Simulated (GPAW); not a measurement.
# ScAlN2 (I4_1/amd) in GPAW: reference runs

Reference runs on ScAlN2: the cell as given.

All numbers are computed with GPAW 26.7.0; they aren't measurements. Logs are shortened: lines on timing, memory, paths and dates and some standing lists are left out, and cuts for length are marked. The log counts tension as positive stress, the text compression.

## (1) The structure

It takes space group I4_1/amd (No. 141, tetragonal). The conventional cell has a = 4.399 Å, b = 4.399 Å, c = 8.397 Å, α = 90.00°, β = 90.00°, γ = 90.00°. Sc (site symmetry -4m2) is surrounded by 6 N at 2.20 Å. Around Al (site symmetry -4m2) lie 6 N at 1.99 to 2.20 Å. N (site symmetry 2mm) is surrounded by 3 Al at 1.99 to 2.20 Å and 3 Sc at 2.20 Å.

The cell comes from a database or a generator and needn't be the stable form of this composition.

## (2) Single point, PBEsol

run.py

```python
from ase import Atoms
from ase.dft.bandgap import bandgap
from ase.io import write
from ase.units import GPa
from gpaw import GPAW, PW, setup_paths

setup_paths.insert(0, '.')

atoms = Atoms(['Sc', 'Sc', 'Al', 'Al', 'N', 'N', 'N', 'N'],
              cell=[[-2.199484, 2.199484, 4.1986215],
                    [2.199484, -2.199484, 4.1986215],
                    [2.199484, 2.199484, -4.1986215]],
              scaled_positions=[[0.0, 0.0, 0.0],
                                [0.75, 0.25, 0.5],
                                [0.5, 0.5, 0.0],
                                [0.25, 0.75, 0.5],
                                [0.737514, 0.737514, 0.0],
                                [0.012486, 0.512486, 0.5],
                                [0.262486, 0.262486, 0.0],
                                [0.487514, 0.987514, 0.5]],
              pbc=True)

calc = GPAW(mode=PW(800),
            xc='PBEsol',
            kpts={'size': (9, 9, 9), 'gamma': True},
            occupations={'name': 'fermi-dirac', 'width': 0.05},
            nbands=45,
            convergence={'density': 1e-05, 'energy': 1e-05},
            maxiter=150,
            txt='gpaw.txt')
atoms.calc = calc
energy = atoms.get_potential_energy()
forces = atoms.get_forces()
stress = atoms.get_stress()
calc.write('gs.gpw')
write('result.traj', atoms)
print(f'Energy: {energy:.6f} eV')
print('Forces (eV/A):')
print(forces.round(4))
print('Stress (GPa):', (stress / GPa).round(3))
print('Fermi level:', round(calc.get_fermi_level(), 4), 'eV')
print(f'Gap: {bandgap(calc)[0]:.4f} eV, direct: {bandgap(calc, direct=True)[0]:.4f} eV')
```

Potentials or basis: PAW data sets generated in the run's folder for this functional, pw.

Launch:

```bash
$ gpaw-setup -f PBEsol Al N Sc
$ OMP_NUM_THREADS=1 python run.py
```

gpaw.txt:

```text
__  _  _
 | _ |_)|_||  |
 |__||  | ||/\| - 26.7.0

Input parameters:
  mode=PW(ecut=800.0),
  convergence={'density': 1e-05, 'energy': 1e-05},
  kpts=MonkhorstPack(size=(9, 9, 9), gamma=True),
  maxiter=150,
  nbands=45,
  occupations=Occupations(name='fermi-dirac', width=0.05),
  xc=XC(name='PBEsol')

Diagonalizing LCAO Hamiltonian
Converting LCAO to pw mode

       N

       Al   N
         Sc
       N    Al

       Sc   N

Atoms  # Å, Bohr magnetons
|   | symbol |         x |         y |        z |    initial magnetic moments |
|---|--------|-----------|-----------|----------|-----------------------------|
| 0 |     Sc |  0.000000 |  0.000000 | 0.000000 | ( 0.0000,  0.0000,  0.0000) |
| 1 |     Sc |  0.000000 |  2.199484 | 2.099311 | ( 0.0000,  0.0000,  0.0000) |
| 2 |     Al |  0.000000 |  0.000000 | 4.198621 | ( 0.0000,  0.0000,  0.0000) |
| 3 |     Al |  2.199484 |  0.000000 | 2.099311 | ( 0.0000,  0.0000,  0.0000) |
| 4 |      N |  0.000000 | -0.000000 | 6.193084 | ( 0.0000,  0.0000,  0.0000) |
| 5 |      N |  2.199484 |  0.000000 | 0.104848 | ( 0.0000,  0.0000,  0.0000) |
| 6 |      N | -0.000000 |  0.000000 | 2.204159 | ( 0.0000,  0.0000,  0.0000) |
| 7 |      N |  2.199484 |  0.000000 | 4.093774 | ( 0.0000,  0.0000,  0.0000) |

Unit cell  # Å
| periodic |         x |         y |         z |  lengths |     angles |
|----------|-----------|-----------|-----------|----------|------------|
|      yes | -2.199484 |  2.199484 |  4.198621 | 5.225312 | 130.213523 |
|      yes |  2.199484 | -2.199484 |  4.198621 | 5.225312 | 130.213523 |
|      yes |  2.199484 |  2.199484 | -4.198621 | 5.225312 |  73.065642 |

Number of symmetries: 8
Symmetry operations  # r_c * U_cc + t_c -> r_c
|   | kind |            matrix            |
|---|------|------------------------------|
| 0 |  σ   |  1, 1, 1,  0, 0,-1,  0,-1, 0 |
| 1 |  E   |  1, 0, 0,  0, 1, 0,  0, 0, 1 |
| 2 |  C2  |  0, 1, 0,  1, 0, 0, -1,-1,-1 |
| 3 |  S4  |  0, 0, 1, -1,-1,-1,  0, 1, 0 |
| 4 |  σ   |  0, 0,-1,  1, 1, 1, -1, 0, 0 |
| 5 |  C2  |  0,-1, 0, -1, 0, 0,  0, 0,-1 |
| 6 |  C2  | -1, 0, 0,  0,-1, 0,  1, 1, 1 |
| 7 |  S4  | -1,-1,-1,  0, 0, 1,  1, 0, 0 |

BZ-sampling:
  Number of BZ points: 729
  Number of IBZ points: 75

  Monkhorst-Pack size: [9, 9, 9]
  Monkhorst-Pack shift: [0, 0, 0]

K-points  # in reciprocal-cell coordinates
|     |                                coordinates |     weight |
|-----|--------------------------------------------|------------|
|   0 | (  0.00000000,   0.00000000,   0.00000000) | 0.00137174 |
|   1 | (  0.11111111,  -0.11111111,   0.00000000) | 0.00548697 |
|   2 | (  0.11111111,  -0.11111111,   0.11111111) | 0.00548697 |
|   3 | (  0.11111111,   0.00000000,   0.00000000) | 0.01097394 |
|   4 | (  0.11111111,   0.11111111,  -0.11111111) | 0.00274348 |
|   5 | (  0.22222222,  -0.22222222,   0.00000000) | 0.00548697 |
|   6 | (  0.22222222,  -0.22222222,   0.11111111) | 0.01097394 |
|   7 | (  0.22222222,  -0.22222222,   0.22222222) | 0.00548697 |
|   8 | (  0.22222222,  -0.11111111,   0.00000000) | 0.02194787 |
|   9 | (  0.22222222,  -0.11111111,   0.11111111) | 0.01097394 |
| ... |                                            |            |
|  74 | (  0.44444444,   0.44444444,   0.44444444) | 0.01097394 |

Plane wave coefficients: 4200
Cutoff: 800.0 eV

Spin-components: 1 (collinear spins)
Bands:           45
Projectors:      42
Spin-degeneracy: 2
Datatype:        complex128

Parallelization:
  kpt:    1
  domain: 1
  band:   1

Density:
  Valence electrons: 48.0
  Components: 1
  Grid points: [35 35 35]
  Charge: 0.0  # |e|

Potential:
  Grid points: [35 35 35]

species:
  Sc:
    name:    Scandium
    Z:       21.0
    valence: 11
    core:    10
    charge:  0.0  # [|e|]
    compensation charges:
      type: gauss
      rc: 0.39  # [Å]
      lmax: 2
    cutoffs:
      filter: 2.14  # [Å]
      core: 1.08  # [Å]
    projectors
    | kind |    occ | energy [eV] | rcut [Å] |
    |------|--------|-------------|----------|
    |   3s |  2.000 |     -54.868 |    1.228 |
    |   4s |  2.000 |      -4.188 |    1.228 |
    |   3p |  6.000 |     -33.549 |    1.281 |
    |   4p |  0.000 |      -1.451 |    1.281 |
    |   3d |  1.000 |      -3.246 |    1.196 |
    |    d |        |      23.966 |    1.196 |

    Using partial waves for Sc as LCAO basis

  Al:
    name:    Aluminium
    Z:       13.0
    valence: 3
    core:    10
    charge:  0.0  # [|e|]
    compensation charges:
      type: gauss
      rc: 0.34  # [Å]
      lmax: 2
    cutoffs:
      filter: 1.91  # [Å]
      core: 2.36  # [Å]
    projectors
    | kind |    occ | energy [eV] | rcut [Å] |
    |------|--------|-------------|----------|
    |   3s |  2.000 |      -7.715 |    1.085 |
    |   3p |  1.000 |      -2.689 |    1.085 |
    |    s |        |      19.497 |    1.085 |
    |    p |        |      24.522 |    1.085 |
    |    d |        |       0.000 |    1.085 |

    Using partial waves for Al as LCAO basis

  N:
    name:    Nitrogen
    Z:       7.0
    valence: 5
    core:    2
    charge:  0.0  # [|e|]
    compensation charges:
      type: gauss
      rc: 0.18  # [Å]
      lmax: 2
    cutoffs:
      filter: 1.11  # [Å]
      core: 0.96  # [Å]
    projectors
    | kind |    occ | energy [eV] | rcut [Å] |
    |------|--------|-------------|----------|
    |   2s |  2.000 |     -18.455 |    0.603 |
    |   2p |  3.000 |      -7.035 |    0.529 |
    |    s |        |       8.756 |    0.603 |
    |    p |        |      20.177 |    0.529 |
    |    d |        |       0.000 |    0.577 |

    Using partial waves for N as LCAO basis

Reference energy: -60612.327067  # eV

eigensolver:
  PPCG
  Converge bands: occupied
  niter=2

density mixing:
  MSR1-Mixer
  Pratt-step length: 0.05
  Maximum mixing coefficient: 0.75
  Old densities: 10
  SVD Regularization: 0.005
  Good broyden scale: 1.0
  Trust region scale: 1.0
  Backstep threshold: 4.0
  History deletion threshold: 6.0
  Fourier metric: weight=20.0, sigma=0.015

occupation numbers:
  Fermi-Dirac:
    width: 0.0500  # eV

poisson solver:
  ecut: 6400.0  # eV

xc functional:
  name: PBEsol with 2 nearest neighbor stencil

convergence criteria:
- Maximum integral of absolute [dens]ity change: 1e-05 electrons / valence electron
- Maximum [total energy] change in last 3 cyles: 1e-05 eV / valence electron
- Maximum integral of absolute [eigenst]ate change: 4e-08 eV^2 / valence electron
maximum number of iterations: 150

SCF iterations
|iter     | |      energy | eigst |  dens |
|---------|-|-------------|-------|-------|
|iter:   1| |  -72.243368 | +0.58 |       |
|iter:   2| |  -70.328650 | -1.04 | -0.76 |
|iter:   3| |  -65.523610 | -0.40 | -0.82 |
|iter:   4| |  -65.467395 | -1.95 | -1.43 |
|iter:   5| |  -65.466143 | -2.73 | -1.67 |
|iter:   6| |  -65.468645 | -3.54 | -2.13 |
|iter:   7| |  -65.468724 | -4.71 | -3.02 |
|iter:   8| |  -65.468722c| -5.96 | -3.70 |
|iter:   9| |  -65.468722c| -7.25 | -4.31 |
|iter:  10| |  -65.468722c| -8.18c| -4.97 |
|iter:  11| |  -65.468722c| -8.82c| -5.24c|

Converged in 11 steps
Energy contributions relative to reference atoms: (reference = -60612.327067)

Energy contributions:
  Kinetic:          42.219564
  Coulomb:         -40.195628
  Zero:              0.566169
  External:          0.000000
  Xc:              -68.058826
  Entropy:          -0.000001
  Spinorbit:         0.000000
  ----------------------------
  Free energy:     -65.468722
  Extrapolated:    -65.468722

dipole moment: (-11.024003, -30.145682, 16.688853)  # |e|*Ang

Fermi level: 9.147
Eigenvalues  # (at kpt = [0.000, 0.000, 0.000])
| band index |      eig [eV] | occ [0-2] |
|------------|---------------|-----------|
|          0 |       -39.259 |     2.000 |
|        ... |               |           |
|         16 |         4.662 |     2.000 |
|         17 |         4.662 |     2.000 |
|         18 |         5.471 |     2.000 |
|         19 |         7.481 |     2.000 |
|         20 |         7.481 |     2.000 |
|         21 |         8.251 |     2.000 |
|         22 |         8.698 |     2.000 |
|         23 |         8.698 |     2.000 |
|         24 |         9.669 |     0.000 |
|         25 |        11.506 |     0.000 |
|         26 |        11.506 |     0.000 |
|         27 |        12.474 |     0.000 |
|         28 |        12.503 |     0.000 |
|         29 |        12.832 |     0.000 |
|         30 |        13.431 |     0.000 |
|         31 |        13.490 |     0.000 |
|        ... |               |           |
|         44 |        23.262 |     0.000 |

Gap: 0.930 eV
Transition (v -> c):
  (s=0, k=0, n=23, [0.00, 0.00, 0.00]) -> (s=0, k=38, n=24, [0.44, -0.44, 0.44])
Direct/indirect transitions are different
Direct gap: 0.971 eV
Transition at: (s=0, k=0, n=23, [0.00, 0.00, 0.00])

Forces  # eV/Ang
|        x |        y |        z |
|----------|----------|----------|
|  0.00000 |  0.00000 |  0.00000 |  # Sc   0
|  0.00000 |  0.00000 | -0.00000 |  # Sc   1
|  0.00000 |  0.00000 | -0.00000 |  # Al   2
|  0.00000 |  0.00000 | -0.00000 |  # Al   3
|  0.00000 |  0.00000 |  0.15897 |  # N    4
| -0.00000 |  0.00000 | -0.15893 |  # N    5
|  0.00000 |  0.00000 | -0.15897 |  # N    6
|  0.00000 | -0.00000 |  0.15893 |  # N    7

Stress tensor  # eV/Ang^3
|        x |         y |         z |
|----------|-----------|-----------|
| 0.038242 |  0.000000 |  0.000000 |
| 0.000000 |  0.038242 | -0.000000 |
| 0.000000 | -0.000000 |  0.035830 |

# Writing to gs.gpw (mode='')
```

It took 13 min on 1 thread of Arm Neoverse N1, shared host; peak memory 0.53 GiB.

What came out:

```
Free energy            : -65.4687 eV
Pressure               : -6.0 GPa
Largest force          : 0.159 eV/Å
Band gap on the k mesh : 0.93 eV, indirect (least direct gap 0.97 eV)
```

Forces on the atoms (eV/Å):
```
Sc   0.000  0.000  0.000
Sc   0.000  0.000  0.000
Al   0.000  0.000  0.000
Al   0.000  0.000  0.000
N    0.000  0.000  0.159
N    0.000  0.000 -0.159
N    0.000  0.000 -0.159
N    0.000  0.000  0.159
```

Stress tensor (GPa, compression positive):
```
-6.13  0.00  0.00
 0.00 -6.13  0.00
 0.00  0.00 -5.74
```

Caveat: an odd mesh through Γ misses points on the zone boundary, where band edges often lie.
